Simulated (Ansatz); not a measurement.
## Ta3AsAu2O13 in Ansatz: convergence with k mesh

Ta3AsAu2O13:

```
CELL_PARAMETERS angstrom
5.72386 0.00000 0.00000
1.29464 6.25668 0.00000
0.26816 1.30982 8.36637
ATOMIC_POSITIONS crystal
Ta 0.21713 0.30521 0.58431
Ta 0.03325 0.11123 0.99855
Ta 0.58248 0.62145 0.50482
As 0.58707 0.89691 0.83049
Au 0.58004 0.09228 0.18613
Au 0.04485 0.82077 0.44682
O 0.66201 0.69726 0.71088
O 0.51632 0.13418 0.69625
O 0.85098 0.88773 0.91932
O 0.34466 0.87003 0.94651
O 0.73015 0.29240 0.03095
O 0.24622 0.21809 0.11075
O 0.12900 0.09398 0.49104
O 0.48032 0.38887 0.43499
O 0.05966 0.26685 0.78594
O 0.93330 0.53240 0.45645
O 0.49975 0.85161 0.34971
O 0.25256 0.62988 0.62473
O 0.91878 0.95175 0.22636
```

The cell was built by a generator and needn't be a form met in nature.

* Program: Ansatz 0.2.0
* Task: convergence study
* Functional: PBE
* Potentials or basis: Ansatz PAW
* Cutoff: 420 eV (not typed: the program's choice for these potentials)
* k mesh: 2 × 2 × 1
* Occupations: fermi-dirac, width 0.05 eV
* Spin: no spin polarisation

These are the settings of the first run; the series varies k mesh, with any setting tied to it.

Hardware: 8 threads of Arm Neoverse V2 (shared host).

| k mesh | energy less the tightest run, at zero smearing (meV/atom) | largest force (eV/Å) | gap on the mesh (eV) | SCF cycles | CPU time (s) | peak memory (GiB) |
| --- | --- | --- | --- | --- | --- | --- |
| 2 × 2 × 1 | 2.07 | 0.067 | 1.287 | 10 | 8.2 | 0.85 |
| 2 × 2 × 2 | 1.46 | 0.057 | 1.284 | 11 | 15 | 1.3 |
| 3 × 2 × 2 | 0.23 | 0.036 | 1.275 | 11 | 24 | 1.2 |
| 3 × 3 × 2 | 0.08 | 0.013 | 1.321 | 11 | 34 | 1.4 |
| 4 × 3 × 3 | 0.04 | 0.012 | 1.329 | 11 | 66 | 1.6 |
| 5 × 4 × 3 | 0.01 | 0.012 | 1.278 | 11 | 110 | 1.8 |
| 6 × 5 × 4 | 0.00 | 0.012 | 1.293 | 11 | 220 | 2.2 |
| 7 × 6 × 5 | 0.01 | 0.012 | 1.280 | 11 | 380 | 2.9 |
| 8 × 7 × 6 | 0.00 | 0.012 | 1.285 | 11 | 620 | 3.8 |

Against the tightest run, the energy stays within 1 meV/atom from 3 × 2 × 2 on; the largest force stays within 0.005 eV/Å from 3 × 3 × 2 on; the gap on the mesh stays within 0.01 eV from 5 × 4 × 3 on. Meshes of other sizes hit other points, so gaps and Fermi surfaces needn't settle smoothly. The tightest run that finished is the yardstick and may itself not be fully converged.

Caveat, for the tightest run too: odd divisions of the mesh miss points on the zone boundary, where band edges often lie, so the gap on the mesh can be too wide; spin-orbit coupling is left out, which moves the levels of the heavy elements.
